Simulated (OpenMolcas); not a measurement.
# Mn²⁺: CASSCF terms and fine-structure levels

Which level of Mn²⁺ lies lowest, and where do the others fall? The reference wave functions come first, then spin-orbit coupling.

Program: OpenMolcas 26.06. Level of theory: state-averaged CASSCF, spin-orbit coupling by RASSI with atomic mean-field integrals. These are calculated values, not measurements, unless marked.

## (1) What is computed

- Species: Mn²⁺ (manganese, Z = 25, 23 electrons)
- Basis: ANO-R0 [4s2p1d], 15 functions
- Scalar Hamiltonian: X2C, finite nucleus
- Inactive shells: 1s 2s 2p 3s 3p
- Active space: 5 electrons in 5 orbitals (3d)
- Some configurations of this space: 3d5
- Orbitals: optimised for the highest spin of each parity, averaged over the low roots

Outer shells as boxes (Hund's rule):

3d5
```
3d [↑ ][↑ ][↑ ][↑ ][↑ ]
```

Each step is its own input file, run in one work folder so that later steps find the files of earlier ones. Labels, J, g values, rates, χT and fits are worked out afterwards by a script from the matrices that RASSI stores.

## (2) GATEWAY and SEWARD: basis and integrals

File a.inp:

```
&GATEWAY
Coord
1

Mn 0.0 0.0 0.0
Basis=ANO-R0
Group=XYZ
NoMove
AngMom=0.0 0.0 0.0
AMFI
&SEWARD
```

Launch:

```bash
$ OMP_NUM_THREADS=1 MOLCAS_MEM=2252 MOLCAS_PROJECT=a pymolcas a.inp > a.log
```

## (3) CASSCF: sextets of even parity, 1 root

File a.inp:

```
&RASSCF
FileOrb=start.orb
Symmetry=1
Spin=6
nActEl=5 0 0
Inactive=3 6
Ras2=5 0
CIRoot=1 1 1
SDav=1
CIMx=300
Iter=120 100
PrWF=0.3
OrbListing=Nothing
MaxOrb=0
Atom
>>> COPY $Project.JobIph JOB001
```

start.orb holds the contracted functions of the basis, ordered by shell, or the orbitals of the step before.

## (4) Reference wave functions, quartets of even parity, 24 roots

File a.inp:

```
&RASSCF
FileOrb=start.orb
Symmetry=1
Spin=4
nActEl=5 0 0
Inactive=3 6
Ras2=5 0
CIRoot=24 24 1
SDav=24
CIMx=300
Iter=120 100
PrWF=0.3
OrbListing=Nothing
MaxOrb=0
Atom
CIOnly
>>> COPY $Project.JobIph JOB002
```

## (5) Reference wave functions, doublets of even parity, 75 roots

File a.inp:

```
&RASSCF
FileOrb=start.orb
Symmetry=1
Spin=2
nActEl=5 0 0
Inactive=3 6
Ras2=5 0
CIRoot=75 75 1
SDav=75
CIMx=300
Iter=120 100
PrWF=0.3
OrbListing=Nothing
MaxOrb=0
Atom
CIOnly
>>> COPY $Project.JobIph JOB003
```

## (6) RASSI: spin-orbit coupling between the states

File a.inp:

```
&RASSI
NrOfJobIphs=3 1 24 25
1
1 2 3 4 5 6 7 8 9 10 11 12 13 14 15 16 17 18 19 20 21 22 23 24
1 2 3 4 5 6 7 8 9 10 11 12 13 14 15 16 17 18 19 20 21 22 23 24 25
IphNames
JOB001
JOB002
JOB003
EJob
SpinOrbit
DIPRint=1.0
SOCoupling=1000.0
Subsets=2
MEES
Property=10
'ANGMOM' 1 'ANGMOM' 2 'ANGMOM' 3 'MLTPL  1' 1 'MLTPL  1' 2 'MLTPL  1' 3
'AMFI' 1 'AMFI' 2 'AMFI' 3 'MLTPL  2' 6
SOProperty=3
'ANGMOM' 1 'ANGMOM' 2 'ANGMOM' 3
```

(Steps that only read results are left out.)

What does the calculation give? Wanted: lowest level; first excited level; spin-orbit lowering of the lowest level; strongest of the lines computed, by gA.

**Answer**, as computed:

| quantity | value |
| --- | --- |
| method | CASSCF |
| lowest level | 3d5 6S 5/2, 100 % of that term, g = 2.002 |
| ground level listed by NIST | 6S5/2 |
| first excited level | 3d5 4G 5/2 at 29137 cm-1 |
| spin-orbit lowering of the lowest level | 12.7 cm-1 |
| strongest of the lines computed, by gA (one parity, so forbidden lines), at CASSCF energies | 3d5 4P 5/2 → 3d5 6S 5/2, 298.3 nm, A = 5.31e-01 s⁻¹ |

The computed levels miss the measured ones by 3400 cm⁻¹ on average. Only the configurations of the active space and the roots asked for are present. The quartets, doublets rest on orbitals optimised for another spin in at least one step, which raises them against the optimised states. Not all states of the active space went into the spin-orbit step. Levels of other configurations are missing from the list.
